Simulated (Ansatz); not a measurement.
Predict the output of the script below (the Ansatz DFT code, driven from Python).

The script, `limg3.py`:
```python
"""Frozen displacement of one atom in LiMg3."""

import warnings

import ansatz as az
import numpy as np


def main() -> None:
    warnings.simplefilter("ignore", az.DeckWarning)

    vectors = np.array([
        [3.146174, 0.0, 0.0],
        [-1.573087, 2.724666, 0.0],
        [0.0, 0.0, 10.1216],
    ])
    cell = (
        az.Lattice.of(vectors)
        .atom("Li", [2 / 3, 1 / 3, 0.5])
        .atom("Mg", [2 / 3, 1 / 3, 0.0])
        .atom("Mg", [0.0, 0.0, 0.742565])
        .atom("Mg", [0.0, 0.0, 0.257435])
    )

    inverse = np.linalg.inv(np.array(cell.lattice.vectors))
    home = np.array(cell.sites[2].position)
    values = np.linspace(-0.2, 0.2, 5)
    energies, pulls = [], []
    for shift in values:
        moved = cell.move(2, to=home + shift * inverse[0])
        job = (
            moved.calculation()
            .functional("lda")
            .kpoints(9, 9, 3)
            .occupations("fermi_dirac", width=100 * az.meV)
            .scf(tolerance=1e-10)
            .forces()
        )
        report = job.run(threads=1, backend="cpu").report
        energies.append(report["free_energy_ev"])
        pulls.append(report["forces_ev_ang"][2][0])

    # the force is minus the slope of the free energy
    print("shift (A)   dE (eV)   force along x (eV/A)")
    for shift, e, f in zip(values, energies, pulls):
        print(f"{shift:8.3f} {e - energies[2]:10.5f} {f:12.4f}")
    print(f"stiffness from energies {2 * np.polyfit(values, energies, 2)[0]:.3f}, from forces {-np.polyfit(values, pulls, 1)[0]:.3f} eV/A^2")


if __name__ == "__main__":
    main()
```

```console
$ python limg3.py
shift (A)   dE (eV)   force along x (eV/A)
  -0.200    0.01176       0.1162
  -0.100    0.00297       0.0591
   0.000    0.00000      -0.0000
   0.100    0.00297      -0.0591
   0.200    0.01176      -0.1162
stiffness from energies 0.587, from forces 0.583 eV/A^2
```

Reading the output:
- The mesh is modest for a metal, so energies can be off by several to tens of meV an atom and pressures by half a GPa or more; differences at equal mesh fare better.
- In a metal a curvature from energy changes of a few meV or less hangs on mesh and smearing, in size and even in sign.
- The structure comes from a database of computed cells and needn't be a stable or known phase.
- All periodic images of the atom move with it, so the curvature is one diagonal element of the zone-centre force constants and no normal mode; a positive value doesn't exclude soft modes in which several atoms move.
- Hardware and time: 22 s on 1 thread of AMD EPYC 9R45 96-Core Processor (Zen 5), on a shared host, peak memory 0.56 GiB.
